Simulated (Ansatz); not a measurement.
**CH₃Br (triplet): the correlation ladder at distance Br1–H2 along a hydrogen transfer = 1.515 Å, cc-pVDZ**

How much of the correlation energy of CH₃Br (triplet) does each wave-function method recover here?

The runs use Ansatz 0.2.0, Gaussian basis; cc-pVDZ, core rule «outside noble gas», up to 15 orbitals frozen.

To be run: UHF; CCSD(T) on ROHF; CCSD(T) on UHF; BCCD(T) on ROHF; CISD; CCSDT(Q) on ROHF; CCSDT(Q) on UHF; CASSCF and MRCISD+Q, 4 electrons in 4 orbitals; CASSCF and NEVPT2, 4 electrons in 4 orbitals; CASSCF and MRCISD+Q, 14 electrons in 11 orbitals; CASSCF and NEVPT2, 14 electrons in 11 orbitals.

8 further runs of the same task are left out: 1 for a mislabelled method, 7 that didn't finish.

## (1) What is computed

The geometry derives from fragments relaxed apart (PBE0/def2-TZVP) and kept rigid, so it is no stationary point. A hydrogen atom is moved between rigid fragments. No spin-orbit coupling is included. The filled d shell of Br may be among the frozen orbitals whatever the setting's name suggests; the logs give the count.

5 atoms, charge 0, spin multiplicity 3.

Atoms are counted from 1 here; the program's logs count them from 0.

Bond lengths: Br1–H2 1.515 Å, C3–H4 1.079 Å, C3–H5 1.079 Å. Angles: H4–C3–H5 134.8°.

## (2) UHF

File in.yaml:

```yaml
crystal:
  periodic: [false, false, false]
  atoms:
    - {symbol: Br, position_ang: [-0.493233, 0.000000, 0.000000]}
    - {symbol: H, position_ang: [1.021767, 0.000000, 0.000000]}
    - {symbol: C, position_ang: [2.676767, 0.000000, 0.000000]}
    - {symbol: H, position_ang: [3.091235, 0.000000, 0.996161]}
    - {symbol: H, position_ang: [3.091235, 0.000000, -0.996161]}
basis:
  gaussian: {orbitals: cc-pVDZ}
magnetization: {spin_polarized: true, initial_magnetization: 2}
hamiltonian: {xc: hf}
output: {orbitals: {seedname: orbitals}}
```

Run with:

```console
$ ansatz run in.yaml --threads 1 --pin off --events-out ev --progress --plain --max-ram 2393MiB
```

Further steps of the session: CCSD(T) on ROHF; CCSD(T) on UHF; BCCD(T) on ROHF; CISD; CCSDT(Q) on ROHF; CCSDT(Q) on UHF; CASSCF and MRCISD+Q, 4 electrons in 4 orbitals; CASSCF and NEVPT2, 4 electrons in 4 orbitals; CASSCF and MRCISD+Q, 14 electrons in 11 orbitals; CASSCF and NEVPT2, 14 electrons in 11 orbitals.

Before running them: what should the planned runs give, taken together? Wanted: UCCSDT(Q) below the RHF energy; RMP2 from UCCSDT(Q); UMP2 from UCCSDT(Q); RCCSD from UCCSDT(Q); RCCSD(T) from UCCSDT(Q); UCCSD(T) from UCCSDT(Q); RCCSDT(Q) from UCCSDT(Q); NEVPT2 pair from UCCSDT(Q); MRCISD+Q pair from UCCSDT(Q).

The runs gave:

| quantity | value |
| --- | --- |
| UCCSDT(Q) below the RHF energy | -7.5235 eV |
| RMP2 from UCCSDT(Q) | +109.5 kJ/mol |
| UMP2 from UCCSDT(Q) | +108.3 kJ/mol |
| RCCSD from UCCSDT(Q) | +16.1 kJ/mol |
| RCCSD(T) from UCCSDT(Q) | +3.0 kJ/mol |
| UCCSD(T) from UCCSDT(Q) | +2.9 kJ/mol |
| RCCSDT(Q) from UCCSDT(Q) | +0.1 kJ/mol |
| NEVPT2 pair from UCCSDT(Q) | +103.9 kJ/mol |
| MRCISD+Q pair from UCCSDT(Q) | +5.1 kJ/mol |
| NEVPT2 valence from UCCSDT(Q) | +123.5 kJ/mol |
| levels within 1 kcal/mol (43 meV) | RCCSD(T), UCCSD(T), BCCD(T), RCCSDT, UCCSDT, RCCSDT(Q), MRCISD+Q valence |
| T1 diagnostic | 0.022 |
| effectively unpaired electrons | 2.02 |

RCCSD(T) lands +3.0 kJ/mol from the yardstick (0.4 % of the correlation energy). One determinant dominates. Of the multireference levels listed MRCISD+Q valence comes nearest in total energy (+3.1 kJ/mol), which doesn't show that its space is the better one. These misses are within one basis, not against nature; the frozen cores of restricted and unrestricted runs differ, which can shift their rows.
